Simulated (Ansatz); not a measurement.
# K: the cost of one run

Program: Ansatz 0.2.0. Level of theory: DFT LDA, scalar-relativistic, plane waves, PAW. These are calculated values, not measurements.

## Step 1: Starting point

The structure is orthorhombic, space group Cmcm (No. 63). Conventional cell: a = 4.876 Å, b = 8.095 Å, c = 7.812 Å, α = 90.00°, β = 90.00°, γ = 90.00°.

Coordinates:

```xyz
2
Lattice="2.4380 -4.0476 0.0000 2.4380 4.0476 0.0000 0.0000 0.0000 7.8118" Properties=species:S:1:pos:R:3 pbc="T T T"
K     2.4380   -2.5954    1.9529
K     2.4380    2.5954    5.8588
```

The structure comes from the Materials Project (structure only).

## Step 2: The base run

Contents of input.yaml:

```yaml
crystal:
  lattice:
    - [2.43796235, -4.04761045, 0.0]
    - [2.43796235, 4.04761045, 0.0]
    - [0.0, 0.0, 7.81179801]
  atoms:
    - { symbol: K, position: [0.82061302, 0.17938698, 0.25] }
    - { symbol: K, position: [0.17938698, 0.82061302, 0.75] }
basis:
  ecutwfc: 420
  fft_grid_basis: typed
kpoints:
  mp_grid: { grid: [8, 8, 6] }
hamiltonian:
  xc: lda
scf:
  occupations: { method: gaussian, width: 0.05 }
output:
  forces: true
  stress: true
  eigenvalues: true
  bader: true
  write_density: true
  volumetric_format: npy
  elf: true
```

On the command line:

```sh
$ ansatz run input.yaml --threads 1 --pin off --max-ram 2560MiB --backend cpu --events-out ev --progress --plain --runs-dir out
```

What time and memory should one allow on 1 thread of Intel Xeon Platinum 8488C (Sapphire Rapids), shared host?

About 13 s, with a peak of 0.48 GiB.
